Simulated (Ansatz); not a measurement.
# Relaxation of BaCd2Ge2

The start is BaCd2Ge2, a crystal from a database, its volume scaled a little. Where does it settle when we relax cell and atoms, and what is it like there?

All numbers below are computed with Ansatz 0.2.0 (DFT, r2SCAN, no spin polarisation, plane waves, PAW).

### Step 1. Geometry

It takes space group I4/mmm (No. 139, tetragonal). The conventional cell has a = 4.724 Å, b = 4.724 Å, c = 11.553 Å, α = 90.00°, β = 90.00°, γ = 90.00°. Around Ge (site symmetry 4mm) lie 1 Ge at 2.60 Å and 4 Cd at 2.85 Å. Cd (site symmetry -4m2) is surrounded by 4 Ge at 2.85 Å. Ba (site symmetry 4/mmm) is surrounded by 8 Ge at 3.59 Å and 8 Cd at 3.73 Å.

As a file:

```cif
data_structure
_symmetry_space_group_name_H-M 'P 1'
_symmetry_Int_Tables_number 1
_cell_length_a 4.7243
_cell_length_b 4.7243
_cell_length_c 6.6730
_cell_angle_alpha 69.269
_cell_angle_beta 69.269
_cell_angle_gamma 90.000
_cell_volume 128.93
loop_
_atom_site_label
_atom_site_type_symbol
_atom_site_fract_x
_atom_site_fract_y
_atom_site_fract_z
_atom_site_occupancy
Ge1 Ge 0.38734 0.38734 0.22532 1
Ge2 Ge 0.61266 0.61266 0.77468 1
Cd1 Cd 0.75000 0.25000 0.50000 1
Cd2 Cd 0.25000 0.75000 0.50000 1
Ba1 Ba 0.00000 0.00000 0.00000 1
```

The first density is read from a saved solution for the starting cell.

### Step 2. The relaxation

The input, input.yaml:

```yaml
crystal:
  lattice:
    - [0.0, 4.724298, 0.0]
    - [4.724298, 0.0, 0.0]
    - [2.362149, 2.362149, -5.77661]
  atoms:
    - { symbol: Ge, position: [0.38734, 0.38734, 0.22532] }
    - { symbol: Ge, position: [0.61266, 0.61266, 0.77468] }
    - { symbol: Cd, position: [0.75, 0.25, 0.5] }
    - { symbol: Cd, position: [0.25, 0.75, 0.5] }
    - { symbol: Ba, position: [0.0, 0.0, 0.0] }
  symmetry: { tolerance: 0.0003 }
kpoints:
  mp_grid: { grid: [7, 7, 7], shift: [0, 0, 0] }
magnetization:
  spin_polarized: false
scf:
  occupations: { method: fermi_dirac }
  lower_state_search: "off"
hamiltonian:
  pseudopotentials: { kind: paw }
  xc: r2scan
basis:
  ecutwfc: 500
  fft_grid_basis: typed
relax:
  max_steps: 40
  cell: { p_target: 0.0 }
  f_tol: 0.03
output:
  forces: true
  stress: true
  eigenvalues: true
  bader: true
  populations: true
  elf: true
  write_potential: true
  volumetric_format: npy
  dos:
    e_range: [-12, 8]
    de: 0.05
    projected: { site_lists: { Ba: [Ba], Cd: [Cd], Ge: [Ge] } }
  write_density: true
checkpoint:
  read: saved_state
```

The run is started by

```console
ansatz run input.yaml --threads 2 --pin off --max-ram 3584MiB --backend cpu --events-out ev --progress --plain --runs-dir out
```

Before running it: what results should come out? Wanted: moves; energy gained; largest move; cell; volume; pressure at the end; character; Bader charges.

**Answer**, as computed:

| quantity | value |
| --- | --- |
| moves | 3 |
| energy gained | 3.1 meV/atom |
| largest move | 0.01 Å (Ge) |
| space group (0.01 Å), before / after | I4/mmm / I4/mmm |
| cell | a = 4.716 Å, b = 4.716 Å, c = 6.567 Å, α = 68.96°, β = 68.96°, γ = 90.00° |
| volume | 25.16 Å³/atom (-2.4 %) |
| pressure at the end | -0.01 GPa |
| formation energy (elements from separate runs) | -0.42 eV/atom |
| character | metal |
| density of states, mean within 0.25 eV of the Fermi level | 0.81 per eV per cell |
| Bader charges | Ge -0.72, Cd +0.09, Ba +1.27 e |

**Reading.** The volume shrank by 2.4 %, and the largest move of an atom is 0.01 Å apart from the change of the cell; the energy fell by 3.1 meV per atom. With 16 symmetry operations imposed, the end may be a saddle point towards distortions that break them. The cell is metallic; within 0.25 eV of the Fermi level the density of states averages 0.81 per eV per cell. Ba loses most charge (+1.27 e on average) and Ge gains most (-0.72 e). Against the elements' reference phases (Ge diamond, Cd hcp, Ba bcc; separate runs with the same functional) the formation energy is -0.42 eV per atom, a bound cell by that test.
